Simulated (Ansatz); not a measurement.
HPbNO4:

```
H Pb N O
1.0
     4.27531   -0.00040    0.00636
    -2.08399    5.20775   -0.04907
    -2.12377   -1.86574    4.91491
H Pb N O
1 1 1 4
Direct
  0.99073 0.03330 0.90994
  0.50274 0.81989 0.14287
  0.00838 0.47408 0.50265
  0.99816 0.92741 0.02877
  0.19467 0.73435 0.60852
  0.81673 0.35882 0.24556
  0.01381 0.33121 0.65217
```

The cell was built by a generator and needn't be a form met in nature.

Base run:

```yaml
Program: Ansatz 0.2.0
Functional: LDA
Potentials_or_basis: Ansatz PAW
Cutoff: "420 eV (not typed: the program's choice for these potentials)"
k_mesh: 8 × 6 × 6
Occupations: fermi-dirac, width 0.05 eV
Spin: no spin polarisation
```

Its results: band gap on the k mesh 2.75 eV, indirect (least direct gap 3.12 eV); pressure -5.5 GPa; largest force 1.024 eV/Å.

The run is repeated on the same cell with these changes: functional from LDA to PBEsol. What comes out?

Band gap on the k mesh 2.82 eV, indirect (least direct gap 3.18 eV); pressure -2.6 GPa; largest force 0.460 eV/Å.

PBEsol binds less tightly than LDA, so the same cell stands under more pressure.

Caveats: spin-orbit coupling is left out, which as a rule narrows the gap of such compounds by several tenths of an eV; the PAW data sets come from PBE, with cores solved anew for the run's functional, which leaves a small shift of forces and pressure; forces of over 1 eV/Å show positions far from the minimum, so gaps and moduli don't describe the material at rest (some runs).

A k mesh can miss the band edges.
